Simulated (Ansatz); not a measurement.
# Te3MoPt: one candidate of a structure search

Aim: relax a trial structure of Te3MoPt and see where it ends.

Method: DFT PBE, scalar-relativistic, plane waves, PAW, in Ansatz 0.2.0.

**1. The structure to begin with**

It takes space group Cmmm (No. 65, orthorhombic). Conventional cell: a = 7.093 Å, b = 7.189 Å, c = 4.759 Å, α = 90.00°, β = 90.00°, γ = 90.00°. Te (site symmetry 2/m) is surrounded by 2 Pt at 2.52 Å and 4 Mo at 3.47 Å. Te (site symmetry mmm) has 2 Pt at 2.38 Å as nearest neighbours. Around Mo (site symmetry mmm) lie 12 Te at 3.47 to 3.59 Å. Pt (site symmetry mmm) is surrounded by 6 Te at 2.38 to 2.52 Å.

Structure file:

```cif
data_structure
_symmetry_space_group_name_H-M 'Cmmm'
_symmetry_Int_Tables_number 65
_cell_length_a 7.0931
_cell_length_b 7.1894
_cell_length_c 4.7585
_cell_angle_alpha 90.000
_cell_angle_beta 90.000
_cell_angle_gamma 90.000
_cell_volume 242.66
loop_
_atom_site_label
_atom_site_type_symbol
_atom_site_symmetry_multiplicity
_atom_site_Wyckoff_symbol
_atom_site_fract_x
_atom_site_fract_y
_atom_site_fract_z
_atom_site_occupancy
Te1 Te 4 e 0.25000 0.75000 0.00000 1
Te2 Te 2 c 0.50000 0.00000 0.50000 1
Mo1 Mo 2 d 0.00000 0.00000 0.50000 1
Pt1 Pt 2 b 0.50000 0.00000 0.00000 1
```

The cell is invented: species swapped into a database cell of KAgF3 (Cmmm, No. 65), with Mo on the K sites, Pt on the Ag sites and Te on the F sites. Its size is a rough estimate.

**2. Probe: one point on a coarse mesh**

input.yaml

```yaml
crystal:
  lattice:
    - [3.54654799, -3.59470681, 0.0]
    - [3.54654799, 3.59470681, 0.0]
    - [0.0, 0.0, 4.75854342]
  atoms:
    - { symbol: Te, position: [0.5, 0.0, 0.0] }
    - { symbol: Te, position: [0.0, 0.5, 0.0] }
    - { symbol: Te, position: [0.5, 0.5, 0.5] }
    - { symbol: Mo, position: [0.0, 0.0, 0.5] }
    - { symbol: Pt, position: [0.5, 0.5, 0.0] }
basis:
  ecutwfc: 420
kpoints:
  mp_grid: { grid: [4, 4, 4] }
hamiltonian:
  xc: pbe
scf:
  occupations: { method: gaussian, width: 0.1 }
  lower_state_search: "off"
output:
  forces: true
  stress: true
  eigenvalues: true
```

Started as:

```sh
> ansatz run input.yaml --threads 1 --pin off --max-ram 2560MiB --backend cpu --events-out ev --progress --plain --runs-dir out
```

The session goes on with these runs: a loose first relaxation; spin check on a coarse mesh; full relaxation.

What does the calculation give? Wanted: conventional cell; volume; energy over the elements; gap on the mesh; total moment.

As calculated:

```
                              quantity                                                                      value
symmetry at the end (tolerance 0.05 Å)                                                space group Pm-3m (No. 221)
                     conventional cell  a = 5.300 Å, b = 5.300 Å, c = 5.300 Å, α = 90.00°, β = 90.00°, γ = 90.00°
                                volume                                                              29.77 Å³/atom
              energy over the elements                                                              +0.97 eV/atom
                       gap on the mesh                                                               none (metal)
                          total moment                                                               3.08 μB/cell
```

The symmetry goes from space group Cmmm (No. 65) to space group Pm-3m (No. 221), and the volume per atom grows by 22.7 % from the first guess. With a positive formation energy it can't be a ground state. No finished test with a distortion of lower symmetry is shown, so the end may be a saddle point. The runs treat Pt, Te without spin-orbit coupling. Other magnetic orders were not searched.
